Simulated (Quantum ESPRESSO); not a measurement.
Here is a Quantum ESPRESSO 7.5 calculation.

The input run.py:

```python
import numpy as np
from ase.calculators.espresso import Espresso, EspressoProfile
from ase.io import read

atoms = read('POSCAR')

input_data = {
    'control': {'calculation': 'scf', 'prefix': 'pwscf', 'outdir': './tmp', 'tprnfor': True, 'tstress': True, 'disk_io': 'nowf'},
    'system': {'ecutwfc': 55.0, 'ecutrho': 440.0, 'nbnd': 16, 'occupations': 'smearing', 'smearing': 'fd', 'degauss': 0.00367493},
    'electrons': {'conv_thr': 1.2e-09, 'electron_maxstep': 120, 'mixing_beta': 0.5},
}
pseudopotentials = {'Be': 'be_pbe_v1.4.uspp.F.UPF', 'B': 'b_pbe_v1.4.uspp.F.UPF'}
profile = EspressoProfile(command='pw.x', pseudo_dir='pseudo')
dft = Espresso(profile=profile, input_data=input_data, pseudopotentials=pseudopotentials, kpts=(8, 8, 8), koffset=(0, 0, 0))
atoms.calc = dft

print(f'energy {atoms.get_potential_energy():.8f} eV')
print('forces (eV/A)')
print(np.round(atoms.get_forces(), 6))
print('stress (eV/A^3, Voigt)')
print(np.round(atoms.get_stress(), 8))
print(f'Fermi level {dft.get_fermi_level():.4f} eV')
```

Contents of POSCAR:

```
BeB5
1.0
    0.0000000000      2.7742185400      2.7742185400
    2.7742185400      0.0000000000      2.7742185400
    2.7742185400      2.7742185400      0.0000000000
Be B
1 5
Direct
    0.0000000000      0.0000000000      0.0000000000
    0.7500000000      0.7500000000      0.7500000000
    0.3750000000      0.3750000000      0.8750000000
    0.3750000000      0.8750000000      0.3750000000
    0.8750000000      0.3750000000      0.3750000000
    0.3750000000      0.3750000000      0.3750000000
```

Potentials or basis: SSSP 1.3 efficiency PBE.

Run with:

```sh
$ OMP_NUM_THREADS=1 python run.py
```

Problem. Predict the band gap on the k mesh.

Solution. None (metal or under the smearing width).

Problem. Estimate the pressure.

Solution. -18.2 GPa.

Caveat: so large a pressure means that the cell lies far from this level's equilibrium, or that cutoff or potentials fall short.
